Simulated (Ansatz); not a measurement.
## Ta3Cu under changes of volume

One of the cells (16.942 Å³/atom); the others are scaled copies at fixed shape and fractional positions:

```
Ta Cu
1.0
    -2.00651    2.00651    4.20817
     2.00651   -2.00651    4.20817
     2.00651    2.00651   -4.20817
Ta Cu
3 1
Direct
  0.50000 0.50000 0.00000
  0.25000 0.75000 0.50000
  0.75000 0.25000 0.50000
  0.00000 0.00000 0.00000
```

The cell comes from a database or a generator and needn't be the stable form of this composition.

| Item | Value |
| --- | --- |
| Program | Ansatz 0.2.0 |
| Functional | LDA |
| Potentials or basis | Ansatz PAW |
| Cutoff | 420 eV (not typed: the program's choice for these potentials) |
| k mesh | 9 × 9 × 9 |
| Occupations | fermi-dirac, width 0.05 eV |
| Spin | no spin polarisation |

```tsv
volume (Å³/atom)	energy over the lowest point (meV/atom)	pressure (GPa)
15.926	0.00	0.1
16.265	4.40	-4.1
16.604	17.17	-7.9
16.942	37.48	-11.3
17.281	64.59	-14.3
17.620	97.83	-17.1
17.959	?	?
```

What does the run at 17.959 Å³/atom give?

Energy over the lowest point 136.59 meV/atom; pressure -19.5 GPa.

Worked out: A Birch-Murnaghan fit of order 3 (a polynomial in V^(-2/3)) to the other rows has its minimum at 15.93 Å³/atom with B0 = V·E''(V) = 207 GPa and B' = 4.0 at fixed shape and positions, which overstates the stiffness. It gives 136.56 meV/atom at 17.959 Å³/atom, against the run's 136.59, and -dE/dV = -19.5 GPa, against -19.5.

Energies are extrapolated to zero smearing.

Caveats: the PAW data sets come from PBE, with cores solved anew for the run's functional, which leaves a small shift of forces and pressure.
